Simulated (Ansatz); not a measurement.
# Ag: the cost of one run

Computed with Ansatz 0.2.0 (DFT r2SCAN, scalar-relativistic, plane waves, PAW, unless a step's input says otherwise).

### Step 1. The system as given

Symmetry: Im-3m, No. 229, cubic system. Conventional cell: a = 3.311 Å, b = 3.311 Å, c = 3.311 Å, α = 90.00°, β = 90.00°, γ = 90.00°. Ag (site symmetry m-3m) is surrounded by 8 Ag at 2.87 Å.

Coordinates:

```cif
data_structure
_symmetry_space_group_name_H-M 'Im-3m'
_symmetry_Int_Tables_number 229
_cell_length_a 3.3113
_cell_length_b 3.3113
_cell_length_c 3.3113
_cell_angle_alpha 90.000
_cell_angle_beta 90.000
_cell_angle_gamma 90.000
_cell_volume 36.31
loop_
_atom_site_label
_atom_site_type_symbol
_atom_site_symmetry_multiplicity
_atom_site_Wyckoff_symbol
_atom_site_fract_x
_atom_site_fract_y
_atom_site_fract_z
_atom_site_occupancy
Ag1 Ag 2 a 0.00000 0.00000 0.00000 1
```

It goes back to an entry of the Materials Project, which need not be the stable form.

The cell is taken as given, not relaxed at this level.

### Step 2. The reference cell

The cell is repeated 8 times, 8 atoms in all. The reference gives a free energy of -60831.2245 eV, pressure -3.56 GPa, largest force 0.000 eV/Å and gap on the mesh none (metal). It was computed beforehand with the settings of the runs below.

### Step 3. The scan: moving one atom along a line

Atom 1 (Ag) is moved by x along the Cartesian unit vector (0.577, 0.577, 0.577); the cell and all other atoms stay fixed. Forces below are components along that vector, summed over the moved atoms. In a periodic cell its images move with it.

### Step 4. x = -0.450 Å

Contents of input.yaml:

```yaml
crystal:
  lattice:
    - [3.311308, 3.311308, -3.311308]
    - [3.311308, -3.311308, 3.311308]
    - [-3.311308, -3.311308, -3.311308]
  atoms:
    - { symbol: Ag, position: [0.0, 0.0, 0.5784607234] }
    - { symbol: Ag, position: [0.5, 0.0, 0.5] }
    - { symbol: Ag, position: [0.0, 0.5, 0.5] }
    - { symbol: Ag, position: [0.5, 0.5, 0.5] }
    - { symbol: Ag, position: [0.0, 0.0, 0.0] }
    - { symbol: Ag, position: [0.5, 0.0, 0.0] }
    - { symbol: Ag, position: [0.0, 0.5, 0.0] }
    - { symbol: Ag, position: [0.5, 0.5, 0.0] }
basis:
  ecutwfc: 500
kpoints:
  mp_grid: { grid: [10, 10, 10] }
hamiltonian:
  xc: r2scan
scf:
  occupations: { method: gaussian, width: 0.15 }
output:
  forces: true
  stress: true
  eigenvalues: true
```

Command:

```sh
$ ansatz run input.yaml --threads 2 --pin off --max-ram 5120MiB --backend cpu --events-out ev --progress --plain --runs-dir out
```

**Question.** How long does this run take on 2 threads of Intel Xeon Platinum 8259CL at 2.50GHz (Skylake/Cascade Lake), shared host, and how much memory does it need?

About 2 min, with a peak of 1.7 GiB.
